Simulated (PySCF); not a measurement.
# Pt3: other functionals and bases at one geometry

The task here is to estimate one member of a computed series from the others.

The runs use PySCF 2.14.0; several levels, as the steps say, no spin–orbit coupling.

4 further runs of the same task are left out: 2 for a known fault of the program, 2 that didn't finish.

### The starting structure

3 atoms, charge 0, spin multiplicity 3.

Bond lengths: Pt1–Pt2 2.524 Å, Pt1–Pt3 2.524 Å, Pt2–Pt3 2.524 Å. Angles: Pt2–Pt1–Pt3 60.0°, Pt1–Pt2–Pt3 60.0°, Pt1–Pt3–Pt2 60.0°.

Geometry (Å):

```xyz
3
charge 0, multiplicity 3
Pt    1.45743    0.00001    0.00000
Pt   -0.72872    1.26217    0.00000
Pt   -0.72871   -1.26217    0.00000
```

An earlier session relaxed this geometry at BP86, Pt def2-SVP with ECP60 (triplet, point group D3h).

At BP86 on the finer grid: E = -358.435338 Eh, HOMO -5.09 eV, LUMO -4.96 eV (over both spins), ⟨S²⟩ = 2.020, Mulliken charge on Pt1 -0.00 e, largest force component 0.017 eV/Å. 

Levels to run: BLYP; HF; PBE0; TPSS; BP86, TZVP. Hardware: 2 threads of AMD EPYC 7B13 (Zen 3), shared host.

Set-up of the first run:

The input, run.py (the lines that set the calculation):

```python
mol = gto.M(atom='''
Pt     1.45743     0.00001     0.00000
Pt    -0.72872     1.26217     0.00000
Pt    -0.72871    -1.26217     0.00000''',
    basis={'Pt': 'def2-SVP'},
    ecp={'Pt': 'def2-SVP'},
    charge=0, spin=2)
mf = dft.UKS(mol, xc='BLYP')
mf.grids.atom_grid = (75, 302)
mf = mf.density_fit()  # fitting sets: Pt def2-universal-JKFIT
mf.conv_tol = 1e-08; mf.max_cycle = 55
mf.kernel(dm0)  # dm0: the density of the relaxed state
```

On the command line:

```bash
$ OMP_NUM_THREADS=2 python run.py
```

Among the steps run: BLYP; HF; PBE0; TPSS; BP86, TZVP.

One of the session's tables, all rows but one given; the rest of the session is left out.

```
              level  HOMO (eV)  gap (eV)  largest force component (eV/Å)
BP86 (relaxed here)      -5.09      0.14                            0.02
               BLYP          ?         ?                               ?
                 HF      -7.25      6.89                            0.32
               PBE0      -5.92      1.96                            0.40
               TPSS      -4.86      0.23                            0.20
         BP86, TZVP      -5.06      0.14                            0.37
```

**Question.** Estimate the row for BLYP.

The run gave: HOMO (eV): -4.82; gap (eV): 0.15; largest force component (eV/Å): 0.57. In the column «HOMO (eV)» it is the highest.

In one basis the HOMO–LUMO gap runs from 0.14 eV (BP86) to 6.89 eV (HF). The largest leftover force, 0.57 eV/Å with BLYP, stands at a geometry relaxed at another level. Total energies of different levels can't be compared.
